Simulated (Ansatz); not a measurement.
# BH4NSi, SMILES B1N[SiH2]1: energies of removing a hydrogen

With the Ansatz DFT code, driven from Python.

At the Python prompt:
```pycon
>>> import ansatz as az
>>> from ase import Atoms
>>> def energy_of(molecule, charge=0, unpaired=0):
...     calc = molecule.calculation().basis(gaussian="6-31G").functional("pbe0", dispersion="d4")
...     if charge:
...         calc = calc.charge(charge)
...     if unpaired:
...         calc = calc.spin("collinear", total=unpaired)
...     report = calc.run().report
...     if report["published_state_doubts"]:
...         print("  doubts:", report["published_state_doubts"])
...     return report["free_energy_ev"]
...
>>> def without(molecule, index):
...     rest = az.Crystal.molecule()
...     for i, site in enumerate(molecule.cartesian_sites):
...         if i != index:
...             rest = rest.atom(site.symbol, site.position_ang)
...     return rest
...
>>> atoms = Atoms(["B", "N", "Si", "H", "H", "H", "H"], positions=[
...     (-0.8416, -0.6303, -0.3294),
...     (0.3089, 0.0362, -1.0621),
...     (0.6651, 0.1492, 0.6136),
...     (-1.8967, -1.0506, -0.3594),
...     (0.0084, 0.9778, -1.3985),
...     (0.3191, 1.4166, 1.2964),
...     (1.4982, -0.967, 1.1938),
... ])
>>> geometry = az.Crystal.molecule_from_ase(atoms)
>>> whole = energy_of(geometry, 0)

>>> hydrogen = energy_of(az.Crystal.molecule().atom("H", (0, 0, 0)), 0, 1)
>>> print(f"E(molecule) = {whole:.5f} eV, E(H) = {hydrogen:.5f} eV")
E(molecule) = -10098.53532 eV, E(H) = -13.58146 eV
>>> for index in [3, 4, 6]:
...     radical = energy_of(without(geometry, index), 0, 1)
...     print(f"H{index}: homolysis {23.060548 * (radical + hydrogen - whole):.1f} kcal/mol")
...
H3: homolysis 100.1 kcal/mol
H4: homolysis 79.7 kcal/mol
H6: homolysis 76.0 kcal/mol
```

Reading the output:
- The settings weren't tested for convergence.
- The geometry is a force-field or estimated start, not a minimum of this method, and the basis set is short of its limit. All parts are taken at fixed geometry, without zero-point energy.
- Run time: 6.3 s on 1 thread of Arm Neoverse V2 (shared host), peak memory 0.18 GiB.

(Lines on the test bed's own set-up are left out of the output.)
